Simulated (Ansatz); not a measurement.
# CoH4Cl2F2: one geometry, two states

Aim: solve CoH4Cl2F2 (a structure type of another compound, with these elements put in) from each of its saved states, at one geometry and mesh, and see which is lowest and how they differ.

Method: DFT, PBE, with U_eff = 1.28 eV on Co d, plane waves, PAW, in Ansatz 0.2.0.

### Step 1. The structure

Symmetry: C2/m, No. 12, monoclinic system. Conventional cell: a = 7.343 Å, b = 8.658 Å, c = 3.631 Å, α = 90.00°, β = 97.60°, γ = 90.00°. Around Co (site symmetry 2/m) lie 2 F at 2.07 Å and 4 Cl at 2.51 to 2.52 Å. Around Cl (site symmetry m) lie 2 H at 2.27 Å and 2 Co at 2.51 to 2.52 Å. Around F (site symmetry 2) lie 2 H at 0.98 Å. H (site symmetry 1) is surrounded by 1 F at 0.98 Å.

Symmetry-reduced, conventional setting; the input below types the cell that was run:

```cif
data_structure
_symmetry_space_group_name_H-M 'C2/m'
_symmetry_Int_Tables_number 12
_cell_length_a 7.3426
_cell_length_b 8.6578
_cell_length_c 3.6310
_cell_angle_alpha 90.000
_cell_angle_beta 97.600
_cell_angle_gamma 90.000
_cell_volume 228.80
loop_
_atom_site_label
_atom_site_type_symbol
_atom_site_symmetry_multiplicity
_atom_site_Wyckoff_symbol
_atom_site_fract_x
_atom_site_fract_y
_atom_site_fract_z
_atom_site_occupancy
Co1 Co 2 a 0.00000 0.00000 0.00000 1
Cl1 Cl 4 i 0.23850 0.00000 0.56160 1
F1 F 4 g 0.50000 0.73960 0.00000 1
H1 H 8 j 0.59000 0.80900 0.13900 1
```

The cell carries a charge of +1 e on a uniform background.

The states: A, no atom with a moment over 0.3 μB (no spin polarisation); B, Co1 down (collinear spin). Each run reads its own saved solution as saved_state.

### Step 2. Run from state A

The input, input.yaml:

```yaml
crystal:
  lattice:
    - [3.67131543, 4.32892187, 0.0]
    - [3.67131543, -4.32892187, 0.0]
    - [0.48022754, 0.0, -3.59912064]
  atoms:
    - { symbol: Co, position: [0.0, 0.0, 0.0] }
    - { symbol: Cl, position: [0.2385, 0.2385, 0.4384] }
    - { symbol: Cl, position: [0.7615, 0.7615, 0.5616] }
    - { symbol: F, position: [0.2396, 0.7604, 0.0] }
    - { symbol: F, position: [0.7604, 0.2396, 0.0] }
    - { symbol: H, position: [0.399, 0.781, 0.861] }
    - { symbol: H, position: [0.219, 0.601, 0.139] }
    - { symbol: H, position: [0.601, 0.219, 0.139] }
    - { symbol: H, position: [0.781, 0.399, 0.861] }
kpoints:
  mp_grid: { grid: [3, 3, 5], shift: [0, 0, 0] }
magnetization:
  spin_polarized: false
scf:
  occupations: { method: fermi_dirac }
  lower_state_search: "off"
  max_iter: 200
hamiltonian:
  pseudopotentials: { kind: paw }
  xc: pbe
  hubbard: { projectors: atomic, sites: [{ species: Co, l: d, u_eff: 1.28 }] }
total_charge: 1
basis:
  ecutwfc: 420
  fft_grid_basis: typed
output:
  forces: true
  stress: true
  eigenvalues: true
  bader: true
  populations: true
  elf: true
  write_potential: true
  volumetric_format: npy
  dos:
    e_range: [-12, 8]
    de: 0.05
    projected: { site_lists: { Cl: [Cl], Co: [Co], F: [F], H: [H] } }
checkpoint:
  read: saved_state
```

What it wrote, shortened:

```text
Warning: checkpoint.read: basis.xc_grid differs: saved 1, current 2 (points along each axis for each point of the dense box; where the key is left out runs that use forces, runs that use the stress, dielectric runs by a finite field, finite-displacement phonons, runs of [...]
Warning: RAYON_NUM_THREADS=2 ignored (pool sized by the plan → 2); use --threads N
[...]
Pseudopotentials: kind: paw
Pseudopotential: Co, paw, valence charge 17, recommended cutoff 420 eV (normal), Co.paw.azcp
Pseudopotential: Cl, paw, valence charge 7, recommended cutoff 420 eV (normal), Cl.paw.azcp
Pseudopotential: F, paw, valence charge 7, recommended cutoff 420 eV (normal), F.paw.azcp
Pseudopotential: H, paw, valence charge 1, recommended cutoff 420 eV (normal), H.paw.azcp
Functional definition: PBE
[...]
Crystal: 9 atoms, lattice volume = 114.400 Å³
Basis set: ecut = 420 eV, 2253 PW (Γ), exchange–correlation on 80×80×50 points (8 copies of the dense FFT grid, shifted against one another)
Bands: 33, of which v1, the nominal top of the filled ones, is band 24 counted from 1 (23 counted from 0)
Symmetry: 4 space group operations
Space group: C2/m (ITA 12), of the structure as read, at distance tolerance 4.9e-5 Å
k-points: 16 of 45
[...]
SCF iter   1: F=—  HF=-8963.879080 eV  |F-HF|=—  |Δ(HF+E_count)|=         —  Δρ=2.15e-2  dr2=3.84e-2  ethr=7.82e-5  ⟨swp⟩=1.7  Hψ=3026  notcnv=0
[...]
SCF iter  17: F=-8964.369858 eV  HF=-8964.369858 eV  |F-HF|=1.69e-7  |Δ(HF+E_count)|=   5.49e-7  Δρ=1.71e-5  dr2=7.19e-8  ethr=2.08e-10  ⟨swp⟩=6.8  Hψ=3328  notcnv=0
[...]
SCF converged after 17 iterations
Free energy (F): -8964.369858 eV
[...]
E sigma→0 (E₀):  -8964.267745 eV
Entropy (-TS):   -0.204226 eV (-22.692 meV/atom)
Fermi energy:    5.326489 eV
[...]
--- Forces (eV/Å), atoms counted from 1 ---
  atom   1  Co    -0.00000000     0.00000000     0.00000000
  atom   2  Cl    -0.12661693    -0.00000000     0.61610401
  atom   3  Cl     0.12661693     0.00000000    -0.61610401
  atom   4  F      0.00000000    -0.18148785    -0.00000000
  atom   5  F     -0.00000000     0.18148785     0.00000000
  atom   6  H      1.39999117     1.44141970     1.28022272
  atom   7  H     -1.39999117     1.44141970    -1.28022272
  atom   8  H     -1.39999117    -1.44141970    -1.28022272
[...]
--- Stress (GPa, compression-positive) ---
       -0.539078      -0.000000       1.322488
       -0.000000       8.001446       0.000000
        1.322476       0.000000      -1.976557
  P = ⅓ Tr σ = 1.8286 GPa (18.286 kbar)
--- Band table (eV; the first three rows and the last of 16) ---
[...]
Occupation matrices written to <dir>
--- Löwdin populations: 9 sites ---
  site symbol       q [e]
     0     Co     16.3556
     1     Cl      7.3917
     2     Cl      7.3917
     3      F      7.1886
     4      F      7.1886
     5      H      0.5429
     6      H      0.5429
     7      H      0.5429
     8      H      0.5429
  spilling = 0.006506 (of n_electrons = 48.000000)
--- Bader charges: 9 sites ---
  site symbol  charge [e]  shift [e]
     0     Co      0.8356     0.0054
     1     Cl     -0.6148     0.0024
     2     Cl     -0.6148     0.0024
     3      F     -0.7462     0.0079
     4      F     -0.7463     0.0079
     5      H      0.7216     0.0038
     6      H      0.7216     0.0038
     7      H      0.7216     0.0038
     8      H      0.7216     0.0038
  estimated error of the sums over rays = 2.7e-4 e
```

Wall time 91 s (2 threads of an x86-64 CPU, shared host); peak memory 0.49 GiB.

### Step 3. What state A looks like

Counts of states in windows (eV from the Fermi level; tetrahedra), total and projected:

```tsv
from	to	total	Cl p	Co s	Co d	H s
-7.0	-6.0	0.08	0.06	0.01	0.00	0.00
-6.0	-5.0	4.44	3.80	0.19	0.17	0.16
-5.0	-4.0	7.17	6.45	0.03	0.38	0.18
-4.0	-3.0	0.31	0.30	0.00	0.00	0.00
-3.0	-2.0	0.00	0.00	0.00	0.00	0.00
-2.0	-1.0	4.54	0.11	0.01	4.29	0.04
-1.0	0.0	3.36	0.11	0.03	2.90	0.18
0.0	1.0	2.28	0.25	0.02	1.82	0.10
1.0	2.0	1.89	0.18	0.10	0.13	1.04
2.0	3.0	1.92	0.18	0.09	0.07	1.12
3.0	4.0	1.94	0.06	0.13	0.02	1.12
4.0	5.0	4.06	0.26	0.81	0.02	1.53
```

By element, from the tables in the log (a charge is positive for electrons lost): Löwdin charges also hold the electrons that the projection spills.

```tsv
element	atoms	Bader charge (e)	Bader volume (Å³)	Löwdin charge (e)
Co	1	+0.84	12.6	+0.64
Cl	2	-0.61	31.1	-0.39
F	2	-0.75	15.7	-0.19
H	4	+0.72	2.1	+0.46
```

Löwdin charges rest on a small set of atomic orbitals that misses 0.7 % of the electrons, so they need not add up to the cell's charge and can differ from Bader's even in sign.

Occupation eigenvalues of the Hubbard shells:

```tsv
atom	shell	spin	eigenvalues
Co1	d	each	0.48 0.61 0.97 0.98 0.99
```

### Step 4. Run from state B

input.yaml, as its differences from that of step 2:

```diff
@@ -6,3 +6,3 @@
   atoms:
-    - { symbol: Co, position: [0.0, 0.0, 0.0] }
+    - { symbol: Co, position: [0.0, 0.0, 0.0], spin: -1.0 }
     - { symbol: Cl, position: [0.2385, 0.2385, 0.4384] }
@@ -17,4 +17,15 @@
   mp_grid: { grid: [3, 3, 5], shift: [0, 0, 0] }
+  band_path:
+    path:
+      - [0.0, 0.0, 0.0]
+      - [0.5, -0.5, 0.0]
+      - [0.5, -0.5, -0.5]
+      - [0.0, 0.0, -0.5]
+      - [0.0, 0.0, 0.0]
+      - [0.0, -0.5, -0.5]
+      - [0.0, 0.0, 0.0]
+      - [0.0, -0.5, 0.0]
+    npoints: 8
 magnetization:
-  spin_polarized: false
+  spin_polarized: true
 scf:
```

What it wrote, shortened:

```text
Warning: checkpoint.read: basis.xc_grid differs: saved 1, current 2 (points along each axis for each point of the dense box; where the key is left out runs that use forces, runs that use the stress, dielectric runs by a finite field, finite-displacement phonons, runs of [...]
Warning: RAYON_NUM_THREADS=2 ignored (pool sized by the plan → 2); use --threads N
[...]
[... 6 set-up lines as earlier in the session ...]
[...]
Crystal: 9 atoms, lattice volume = 114.400 Å³
Basis set: ecut = 420 eV, 2253 PW (Γ), exchange–correlation on 80×80×50 points (8 copies of the dense FFT grid, shifted against one another)
[...]
       -0.000000       6.715329       0.000000
        0.289631       0.000000       0.118771
  P = ⅓ Tr σ = 2.7322 GPa (27.322 kbar)
--- Band table (eV; the first three rows and the last of 32) ---
[...]
Occupation matrices written to <dir>
--- Löwdin populations: 9 sites ---
  site symbol       q [e]    m [muB]
     0     Co     16.3242    -1.9429
     1     Cl      7.4399    -0.0383
     2     Cl      7.4399    -0.0383
     3      F      7.1864    -0.0118
     4      F      7.1864    -0.0118
     5      H      0.5265    -0.0050
     6      H      0.5265    -0.0050
     7      H      0.5265    -0.0050
     8      H      0.5265    -0.0050
  spilling = 0.006607 (of n_electrons = 48.000000)
--- Bader charges: 9 sites ---
  site symbol  charge [e]  shift [e]    m [muB]
     0     Co      0.8329     0.0052    -1.9200
     1     Cl     -0.6459     0.0023    -0.0407
     2     Cl     -0.6459     0.0023    -0.0407
     3      F     -0.7409     0.0081    -0.0190
     4      F     -0.7409     0.0081    -0.0190
     5      H      0.7352     0.0039    -0.0026
     6      H      0.7352     0.0039    -0.0026
     7      H      0.7352     0.0039    -0.0026
     8      H      0.7352     0.0039    -0.0026
  estimated error of the sums over rays = 3.0e-4 e
```

Wall time 1.7 min (2 threads of an x86-64 CPU, shared host); peak memory 0.64 GiB.

### Step 5. What state B looks like

Counts of states in windows (eV from the Fermi level; tetrahedra), total and projected:

```tsv
from	to	total	up	down	Cl p	Co s	Co d	H s
-7.0	-6.0	0.59	0.04	0.55	0.45	0.06	0.05	0.02
-6.0	-5.0	4.59	2.33	2.26	3.89	0.14	0.25	0.17
-5.0	-4.0	6.61	3.50	3.11	5.94	0.02	0.34	0.16
-4.0	-3.0	0.21	0.15	0.07	0.21	0.00	0.00	0.00
-3.0	-2.0	0.62	0.00	0.62	0.02	0.00	0.55	0.02
-2.0	-1.0	4.38	0.00	4.38	0.39	0.01	3.83	0.05
-1.0	0.0	3.02	3.01	0.01	0.06	0.01	2.82	0.05
0.0	1.0	0.61	0.38	0.23	0.05	0.05	0.06	0.31
1.0	2.0	2.77	1.48	1.29	0.20	0.10	0.37	1.49
2.0	3.0	2.62	2.13	0.49	0.19	0.07	1.37	0.64
3.0	4.0	2.76	1.29	1.47	0.11	0.15	0.09	1.56
4.0	5.0	3.23	1.71	1.52	0.22	0.77	0.03	1.04
```

By element, from the tables in the log (a charge is positive for electrons lost): Löwdin charges also hold the electrons that the projection spills.

```tsv
element	atoms	Bader charge (e)	Bader volume (Å³)	Löwdin charge (e)	Bader moment, size (μB)
Co	1	+0.83	12.6	+0.68	1.92
Cl	2	-0.65	31.4	-0.44	0.04
F	2	-0.74	15.6	-0.19	0.02
H	4	+0.74	1.9	+0.47	0.00
```

The Löwdin projection spills 0.7 % of the electrons and depends on the orbitals chosen; where it disagrees with Bader's partition, neither is an observable.

Occupation eigenvalues of the Hubbard shells:

```tsv
atom	shell	spin	eigenvalues
Co1	d	up	0.08 0.12 0.92 0.96 0.98
Co1	d	down	0.98 0.98 0.99 0.99 0.99
```

The main site moments: Co1 down.

### Step 6. Comparison

```tsv
state	free energy (meV/atom)	largest site moment (μB)	size of the net moment (μB/cell)	gap (eV)	pressure (GPa)	largest force (eV/Å)	SCF cycles
A	163.4	–	–	metal	–	2.38	17
B	0.0	1.81	2.05	metal	–	2.27	14
```

The cell is charged, so the pressure depends on the background and is left out.

What this shows: State B wins by 163.4 meV per atom over A. The atoms are far from rest (forces to 2.4 eV/Å), so order and character hold for this geometry alone. Not all runs allow spin: where it is off, the gap in energy is mostly the cost of forbidding moments, not two ends of one search.

Keep in mind: the k mesh is coarse for a cell without a gap; charged cell with a uniform background.
